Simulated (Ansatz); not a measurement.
# C3H7Br: the cost of one run

Computed with Ansatz 0.2.0 (the levels named in each step, unless a step's input says otherwise).

## Step 1: The structure to begin with

Bond lengths: C1–C2 1.524 Å, C2–C3 1.517 Å, C3–Br4 1.956 Å, C1–H5 1.085 Å, C1–H6 1.090 Å, C1–H7 1.087 Å, C2–H8 1.091 Å, C2–H9 1.094 Å, C3–H10 1.091 Å, C3–H11 1.088 Å. Angles (14 of 18 angles, heavy atoms first): C1–C2–C3 110.6°, C2–C3–Br4 111.1°, C1–C2–H8 109.7°, C1–C2–H9 109.7°, C3–C2–H8 109.7°, C3–C2–H9 109.4°, C2–C1–H5 110.8°, C2–C1–H6 110.6°, C2–C1–H7 110.0°, C2–C3–H10 111.6°, C2–C3–H11 111.9°, Br4–C3–H10 106.1°, Br4–C3–H11 106.2°, H8–C2–H9 107.8°.

Structure file:

```xyz
11

C    -3.1976   -0.0342   -0.1430
C    -1.7571   -0.5297   -0.1885
C    -0.7931    0.6061    0.0992
Br    1.0614   -0.0115    0.0421
H    -3.3618    0.7430   -0.8826
H    -3.4332    0.3725    0.8407
H    -3.8804   -0.8545   -0.3478
H    -1.5447   -0.9515   -1.1720
H    -1.6162   -1.3222    0.5522
H    -0.8714    1.3975   -0.6478
H    -0.9435    1.0232    1.0930
```

## Step 2: A rough first relaxation, PBE-D4/def2-SVP

Contents of input.yaml:

```yaml
crystal:
  periodic: [false, false, false]
  atoms:
    - { symbol: C, position_ang: [-3.19764, -0.03419, -0.143] }
    - { symbol: C, position_ang: [-1.75709, -0.52973, -0.1885] }
    - { symbol: C, position_ang: [-0.79311, 0.60614, 0.09918] }
    - { symbol: Br, position_ang: [1.06141, -0.0115, 0.04207] }
    - { symbol: H, position_ang: [-3.36178, 0.74303, -0.88257] }
    - { symbol: H, position_ang: [-3.43321, 0.37255, 0.84073] }
    - { symbol: H, position_ang: [-3.88041, -0.85447, -0.34783] }
    - { symbol: H, position_ang: [-1.5447, -0.95152, -1.172] }
    - { symbol: H, position_ang: [-1.61617, -1.32219, 0.55215] }
    - { symbol: H, position_ang: [-0.87138, 1.39751, -0.64784] }
    - { symbol: H, position_ang: [-0.94354, 1.02324, 1.09304] }
basis:
  gaussian: { orbitals: def2-SVP }
hamiltonian:
  xc: pbe
  dispersion: d4
relax:
  f_tol: 0.03
  max_steps: 200
```

On the command line:

```console
$ ansatz run input.yaml --threads 4 --pin off --max-ram 10240MiB --backend cpu --events-out ev --progress --plain --runs-dir out
```

**Question.** How long does this run take on 4 threads of AMD EPYC (Zen 3), shared host, and how much memory does it need?

About 26 s, with a peak of 0.16 GiB.
